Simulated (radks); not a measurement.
**La²⁺ in [Kr] 4d10 5s2 5p5.5 5d1 6d0.5: an all-electron calculation**

What are the levels of the lanthanum ion La2+, how large are its shells, and how does its energy divide?

Method: scalar-relativistic Kohn-Sham, exchange-only LDA, spin-polarised, spherical densities, finite nucleus; open shells are filled with parallel spins first. Code: radks (a radial shooting solver on a logarithmic mesh, Libxc functionals) version 1.

**1. The system**

* element: lanthanum (Z = 57)
* charge: +2
* electrons: 55
* configuration: [Kr] 4d10 5s2 5p5.5 5d1 6d0.5
* nuclear rms radius: 4.855 fm

**2. The calculation**

The run's settings:

```text
Z 57
configuration [Kr] 4d10 5s2 5p5.5 5d1 6d0.5 6s0 6p0 7d0
relativity scalar-relativistic
functional lda,
spin polarised
nucleus finite rms 4.855 fm
c 137.035999084
```

Launch:

```
python run_ks.py task.json out
```

This one command runs every case of the session in turn.

**Question.** What will this run give?

**Answer**, as computed:

```
                        quantity                   value
                    total energy      -8479.9244 hartree
exchange-correlation share of it                  2.25 %
                            −T/E                  1.0579
          highest occupied level        6d up, -6.756 eV
    most extended occupied level  6d up, <r> = 6.28 bohr
 radius at density 0.001 e/bohr³               3.93 bohr
    maxima of the radial density                       5
```

**Reading.** 6 principal shells are occupied and 5 maxima appear in the radial density; where shells overlap, one shows as a shoulder or not at all. −T/E is 1.058: with relativity the kinetic term as defined here no longer equals −E. This is not the tabulated ground configuration, so its levels and sizes aren't those of the ground state, and no measured value stands beside it.
